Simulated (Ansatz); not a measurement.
# Hf2Pd2Se2Br2O3 in Ansatz: convergence with k mesh

Crystal: Hf2Pd2Se2Br2O3.

```
CELL_PARAMETERS angstrom
7.58666 -1.70971 -1.17576
7.58666 1.70971 -1.17576
-2.02446 0.00000 13.05155
ATOMIC_POSITIONS crystal
Hf 0.94514 0.94514 0.06144
Hf 0.60628 0.60628 0.28309
Pd 0.17920 0.17920 0.50964
Pd 0.32286 0.32286 0.74307
Se 0.92232 0.92232 0.84566
Se 0.78991 0.78991 0.58800
Br 0.58645 0.58645 0.04520
Br 0.24604 0.24604 0.28651
O 0.59701 0.59701 0.42127
O 0.38554 0.38554 0.07302
O 0.03094 0.03094 0.22169
```

The cell was built by a generator and needn't be a form met in nature.

| Quantity | Value |
| --- | --- |
| Program | Ansatz 0.2.0 |
| Task | convergence study |
| Functional | PBE |
| Potentials or basis | Ansatz PAW |
| Cutoff | 420 eV (not typed: the program's choice for these potentials) |
| k mesh | 3 × 3 × 1 |
| Occupations | fermi-dirac, width 0.05 eV |
| Spin | no spin polarisation |

These are the settings of the first run; the series varies k mesh, with any setting tied to it.

Hardware: 8 threads of Arm Neoverse V1, on a shared host.

Q: The values tried are 3 × 3 × 1, 4 × 4 × 1, 5 × 5 × 2, 6 × 6 × 2, 7 × 7 × 2, 9 × 9 × 3, 11 × 11 × 3, 13 × 13 × 4, loosest first. From which on does the energy stay within 1 meV/atom of the tightest run that finished?

A: From 6 × 6 × 2 on.

| k mesh | energy less the tightest run, at zero smearing (meV/atom) | pressure (GPa) | largest force (eV/Å) | gap on the mesh (eV) | SCF cycles | CPU time (s) | peak memory (GiB) |
| --- | --- | --- | --- | --- | --- | --- | --- |
| 3 × 3 × 1 | -3.08 | 0.06 | 0.423 | 1.268 | 10 | 16 | 0.9 |
| 4 × 4 × 1 | 1.86 | 0.04 | 0.072 | 0.888 | 10 | 23 | 1.1 |
| 5 × 5 × 2 | 2.35 | 0.02 | 0.195 | 0.640 | 10 | 64 | 1.6 |
| 6 × 6 × 2 | 0.87 | 0.01 | 0.127 | 0.662 | 10 | 84 | 1.7 |
| 7 × 7 × 2 | -0.12 | 0.01 | 0.024 | 0.754 | 10 | 110 | 1.7 |
| 9 × 9 × 3 | -0.03 | 0.00 | 0.025 | 0.717 | 10 | 250 | 2.3 |
| 11 × 11 × 3 | 0.06 | 0.00 | 0.046 | 0.639 | 10 | 370 | 2.7 |
| 13 × 13 × 4 | 0.00 | 0.00 | 0.034 | 0.708 | 10 | 680 | 4 |

Against the tightest run, the pressure stays within 0.1 GPa from 3 × 3 × 1 on. Not settled before the last step: the largest force (to 0.005 eV/Å), the gap on the mesh (to 0.01 eV). Meshes of other sizes hit other points, so gaps and Fermi surfaces needn't settle smoothly. The tightest run that finished is the yardstick and may itself not be fully converged.

Caveat, for the tightest run too: odd divisions of the mesh miss points on the zone boundary, where band edges often lie, so the gap on the mesh can be too wide; spin-orbit coupling is left out, which moves the levels of the heavy elements.
